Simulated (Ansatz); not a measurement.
# AlH₆NOSi: one species, many methods

The task here is to estimate one member of a computed series from the others.

Program: Ansatz 0.2.0, Gaussian basis. Level of theory: functionals in def2-TZVPP, the program's frozen cores in correlated methods. These are calculated values, not measurements.

Plan: LDA (SPW92), PBE-D4, revPBE-D4, BLYP-D4, r2SCAN-D4, B97M-V, PBE0-D4, B3LYP-D4, r2SCANh-D4, r2SCAN0-D4, HSE06-D4, BHLYP-D4, CAM-B3LYP-D4, LC-ωPBE, ωB97X-V, ωB97M-V, B2PLYP, PBE-QIDH; CCSD(T)/def2-SVP; CCSD(T)/def2-TZVPP; MP2/def2-QZVPP; extrapolation to the limit; RPA on PBE.

### The relaxed structure

All runs share one geometry, relaxed beforehand with PBE0-D4 in a triple-zeta def2 set.

SMILES `[NH2][Al]([OH])[SiH3]`, 10 atoms, charge 0, spin multiplicity 1.

Atoms are counted from 1 here; the program's logs count them from 0.

Bond lengths: N1–Al2 1.762 Å, N1–H5 1.007 Å, N1–H6 1.006 Å, Al2–O3 1.699 Å, Al2–Si4 2.446 Å, O3–H7 0.955 Å, Si4–H8 1.492 Å, Si4–H9 1.491 Å, Si4–H10 1.492 Å. Angles: Al2–N1–H5 125.0°, Al2–N1–H6 124.4°, H5–N1–H6 110.6°, N1–Al2–O3 116.2°, N1–Al2–Si4 120.8°, O3–Al2–Si4 123.0°, Al2–O3–H7 123.9°, Al2–Si4–H8 111.6°, Al2–Si4–H9 112.0°, Al2–Si4–H10 111.6°, H8–Si4–H9 107.3°, H8–Si4–H10 106.7°, H9–Si4–H10 107.3°.

Set-up of the first run:

in.yaml

```yaml
crystal:
  periodic: [false, false, false]
  atoms:
    - {symbol: N, position_ang: [-0.661210, 1.119613, -1.592061]}
    - {symbol: Al, position_ang: [0.382225, 0.142215, -0.561919]}
    - {symbol: O, position_ang: [1.940649, -0.176269, -1.159320]}
    - {symbol: Si, position_ang: [-0.411617, -0.687078, 1.598222]}
    - {symbol: H, position_ang: [-0.400443, 1.493205, -2.490583]}
    - {symbol: H, position_ang: [-1.604862, 1.381704, -1.360290]}
    - {symbol: H, position_ang: [2.593852, -0.693071, -0.693002]}
    - {symbol: H, position_ang: [-0.370341, -2.176746, 1.663738]}
    - {symbol: H, position_ang: [-1.815705, -0.269942, 1.875949]}
    - {symbol: H, position_ang: [0.430651, -0.184831, 2.722265]}
basis:
  gaussian: {orbitals: def2-TZVPP}
hamiltonian: {xc: lda}
output: {orbitals: {seedname: orbitals}}
```

Launch:

```bash
ansatz run in.yaml --threads 2 --pin off --events-out ev --progress --plain --max-ram 4352MiB
```

Among the steps run: LDA; PBE-D4 (GGA); revPBE-D4 (GGA); BLYP-D4 (GGA); r2SCAN-D4 (meta-GGA); B97M-V (meta-GGA); B3LYP-D4 (hybrid); r2SCANh-D4 (hybrid); r2SCAN0-D4 (hybrid); HSE06-D4 (hybrid); BHLYP-D4 (hybrid); CAM-B3LYP-D4 (range-separated); LC-ωPBE (range-separated); ωB97X-V (range-separated); ωB97M-V (range-separated); B2PLYP (double hybrid); PBE-QIDH (double hybrid).

One table of the session follows, with a row left open; its other results are not shown here.

It belongs to the step «Frontier levels by functional». 

| functional | HOMO (eV) | gap (eV) |
| --- | --- | --- |
| LDA (SPW92) | -6.24 | 4.71 |
| PBE-D4 | -6.06 | 4.71 |
| revPBE-D4 | -5.99 | 4.72 |
| BLYP-D4 | -5.92 | 4.73 |
| r2SCAN-D4 | -6.35 | 5.22 |
| B97M-V | -6.38 | 5.06 |
| PBE0-D4 | -7.45 | 6.84 |
| B3LYP-D4 | -7.20 | 6.43 |
| r2SCANh-D4 | -6.87 | 6.00 |
| r2SCAN0-D4 | -7.66 | 7.18 |
| HSE06-D4 | -7.04 | 6.07 |
| BHLYP-D4 | -8.75 | 8.96 |
| CAM-B3LYP-D4 | -8.90 | 9.30 |
| LC-ωPBE | -10.30 | 11.73 |
| ωB97X-V | -9.95 | 11.28 |
| ωB97M-V | ? | ? |

Estimate the missing values for ωB97M-V.

As computed: HOMO (eV): -9.74; gap (eV): 10.82. In the column «HOMO (eV)» it lies between ωB97X-V (-9.95) and CAM-B3LYP-D4 (-8.90).
